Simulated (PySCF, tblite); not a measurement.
**B2H6O6Si, a fragment of a glass network (chain of 3): NMR shifts, core binding energies and electronic excitations**

What NMR shifts, core binding energies and electronic excitations should one expect for `OB(O)O[SiH2]OB(O)O`? It is drawn as: B3 Si B3, H ends, O bridges.

Programs: tblite 0.8.0 and PySCF 2.14.0. All values are calculated, for the isolated system unless a continuum is named. Atoms count from 0, parts from 1.

## Step 1: The system as given

15 atoms, charge 0, multiplicity 1; geometry: distance geometry start.

## Step 2: Geometry optimisation with GFN2-xTB

The job: settings as JSON, then the geometry in Å.

```
{"job": {"kind": "relax", "xc": "GFN2-xTB", "basis": "xTB"}, "charge": 0, "multiplicity": 1}
O      2.938488     1.047697     0.545153
B      2.580595    -0.170042    -0.105834
O      3.519781    -1.298410    -0.091770
O      1.372741    -0.345401    -0.930701
Si    -0.082648     0.066571    -0.146793
O     -1.351252    -0.049561    -1.333082
B     -2.656523     0.178165    -0.758521
O     -2.939788     1.532417    -0.323490
O     -3.478079    -0.956831    -0.504211
H      3.322445     1.734086    -0.095336
H      2.992611    -2.112649     0.107138
H     -0.452082    -0.897598     0.916323
H     -0.084002     1.412572     0.477671
H     -2.780746     1.589804     0.652867
H     -2.910507    -1.763235    -0.600352
```

Level: GFN2-xTB geometry optimisation, gas phase.

Launch:

```bash
$ OMP_NUM_THREADS=1 python cluster_run.py task.json out
```

One launch serves the whole session: the jobs run in the order shown.

**Question.** The jobs that follow are: PBE0-D3(BJ)/def2-SVP geometry optimisation, gas phase; GIAO PBE0/pcSseg-1 NMR shielding, non-relativistic, gas phase; delta-SCF UKS SCAN, pcX-2 on the ionised atom, pcseg-1 elsewhere, spin-free X2C; TDDFT CAM-B3LYP/def2-SVPD, vertical, gas phase, core orbitals frozen in the response. Predict: point group; rotational constants (main isotopes); 1H shifts against TMS (PBE0/pcSseg-1); 17O shifts against H2O (PBE0/pcSseg-1); 11B shifts against BF3·OEt2 (PBE0/pcSseg-1); 29Si shifts against TMS (PBE0/pcSseg-1); O1s binding energies, SCAN/pcX-2 (standing for 4 of 6 atoms); B1s binding energies, SCAN/pcX-2 (standing for 1 of 2 atoms); lowest singlet (CAM-B3LYP/def2-SVPD); brightest single state of those computed; lowest triplet; vertical ionisation energy (ΔSCF).

As calculated:

| quantity | value |
| --- | --- |
| point group | C1 |
| rotational constants (main isotopes) | 3.08, 0.57, 0.55 GHz |
| 1H shifts against TMS (PBE0/pcSseg-1) | 5.07, 4.88, 3.17, 3.16, 3.00, 2.97 ppm |
| 17O shifts against H2O (PBE0/pcSseg-1) | 106.6, 104.1, 93.1, 89.9, 85.1, 82.2 ppm |
| 11B shifts against BF3·OEt2 (PBE0/pcSseg-1) | 18.0, 17.6 ppm |
| 29Si shifts against TMS (PBE0/pcSseg-1) | -38.2 ppm |
| O1s binding energies, SCAN/pcX-2 (standing for 4 of 6 atoms) | O7 539.51, O8 539.48, O0 539.14, O5 538.63 eV |
| B1s binding energies, SCAN/pcX-2 (standing for 1 of 2 atoms) | B6 198.66 eV |
| lowest singlet (CAM-B3LYP/def2-SVPD) | 7.97 eV (155 nm), f = 0.019 |
| brightest single state of those computed | state 6, 8.71 eV, f = 0.023 |
| lowest triplet | 7.65 eV |
| vertical ionisation energy (ΔSCF) | 11.46 eV |

In words: The start of the PBE0/def2-SVP relaxation was shaken at random by about 0.01 Å, so part of the energy gained, and of the first lengths quoted, undoes that. Over 16 steps the energy fell by 0.302 eV; of the close pairs, B1–O3 changed most, 1.322 to 1.382 Å (PBE0/def2-SVP). At PBE0/pcSseg-1: The largest span, 143 ppm, is at O3, where the paramagnetic term is -173 ppm. At SCAN/pcX-2: The O1s levels kept as sound span 0.88 eV, from O5 (oxygen bonded to B, Si) up to O7 (oxygen bonded to B, H). Only 4 of the 6 O atoms are covered by sound results. The lowest singlet, at 7.97 eV, is HOMO→LUMO 0.68, HOMO→LUMO+3 0.11 and is weak; of the 6 states computed, the strongest absorption comes from state 6 at 8.71 eV (the last computed, so partners may be missing). The lowest triplet lies 0.32 eV below the lowest singlet (triplets in Tamm-Dancoff, singlets in full TDDFT). ΔSCF puts the ionisation energy at 11.46 eV, 0.89 eV above −ε(HOMO). A capped cluster stands for the solid here, so long-range fields and strain are missing, and bands or shifts of the capping hydrogens have no counterpart in it.
